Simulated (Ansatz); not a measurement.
# SiW3: the cost of one run

Method: DFT PBEsol, scalar-relativistic, plane waves, PAW, in Ansatz 0.2.0.

3 further runs of the same task are left out: 1 that didn't finish, 2 set aside as unsound or not needed.

**1. The system as given**

It takes space group Im-3m (No. 229, cubic). The conventional cell has a = 5.154 Å, b = 5.154 Å, c = 5.154 Å, α = 90.00°, β = 90.00°, γ = 90.00°. Around Si (site symmetry m-3m) lie 6 W at 2.58 Å. W (site symmetry 4/mmm) is surrounded by 2 Si at 2.58 Å and 4 W at 2.58 Å.

Structure file:

```cif
data_structure
_symmetry_space_group_name_H-M 'P 1'
_symmetry_Int_Tables_number 1
_cell_length_a 7.2894
_cell_length_b 7.2894
_cell_length_c 7.2894
_cell_angle_alpha 60.000
_cell_angle_beta 60.000
_cell_angle_gamma 60.000
_cell_volume 273.88
loop_
_atom_site_label
_atom_site_type_symbol
_atom_site_fract_x
_atom_site_fract_y
_atom_site_fract_z
_atom_site_occupancy
Si1 Si 0.00000 0.00000 0.00000 1
Si2 Si 0.75000 0.75000 0.75000 1
Si3 Si 0.50000 0.50000 0.50000 1
Si4 Si 0.25000 0.25000 0.25000 1
W1 W 0.00000 0.00000 0.50000 1
W2 W 0.75000 0.75000 0.25000 1
W3 W 0.50000 0.50000 0.00000 1
W4 W 0.25000 0.25000 0.75000 1
W5 W 0.50000 0.00000 0.50000 1
W6 W 0.25000 0.75000 0.25000 1
W7 W 0.00000 0.50000 0.00000 1
W8 W 0.75000 0.25000 0.75000 1
W9 W 0.75000 0.25000 0.25000 1
W10 W 0.50000 0.00000 0.00000 1
W11 W 0.25000 0.75000 0.75000 1
W12 W 0.00000 0.50000 0.50000 1
```

It goes back to an entry of the Materials Project, which need not be the stable form.

It is built from the cell relaxed beforehand with the same method (17.12 Å³/atom).

**2. Reference: the perfect supercell**

The input, input.yaml:

```yaml
crystal:
  lattice:
    - [0.0, -5.1543905719, 5.1543905719]
    - [-5.1543905719, 0.0, 5.1543905719]
    - [-5.1543905719, -5.1543905719, 0.0]
  atoms:
    - { symbol: Si, position: [0.0, 0.0, 0.0] }
    - { symbol: Si, position: [0.75, 0.75, 0.75] }
    - { symbol: Si, position: [0.5, 0.5, 0.5] }
    - { symbol: Si, position: [0.25, 0.25, 0.25] }
    - { symbol: W, position: [0.0, 0.0, 0.5] }
    - { symbol: W, position: [0.75, 0.75, 0.25] }
    - { symbol: W, position: [0.5, 0.5, 0.0] }
    - { symbol: W, position: [0.25, 0.25, 0.75] }
    - { symbol: W, position: [0.5, 0.0, 0.5] }
    - { symbol: W, position: [0.25, 0.75, 0.25] }
    - { symbol: W, position: [0.0, 0.5, 0.0] }
    - { symbol: W, position: [0.75, 0.25, 0.75] }
    - { symbol: W, position: [0.75, 0.25, 0.25] }
    - { symbol: W, position: [0.5, 0.0, 0.0] }
    - { symbol: W, position: [0.25, 0.75, 0.75] }
    - { symbol: W, position: [0.0, 0.5, 0.5] }
  symmetry: { detect: false }
basis:
  ecutwfc: 420
kpoints:
  mp_grid: { grid: [4, 4, 4], shift: [0.5, 0.5, 0.5] }
hamiltonian:
  xc: pbesol
scf:
  occupations: { method: gaussian, width: 0.1 }
output:
  forces: true
  stress: true
  eigenvalues: true
```

Started as:

```
> ansatz run input.yaml --threads 4 --pin off --max-ram 9216MiB --backend cpu --events-out ev --progress --plain --runs-dir out
```

**Question.** How long does this run take on 4 threads of Intel Xeon at 2.50GHz (Skylake/Cascade Lake), shared host, and how much memory does it need?

About 36 s, with a peak of 1.3 GiB.
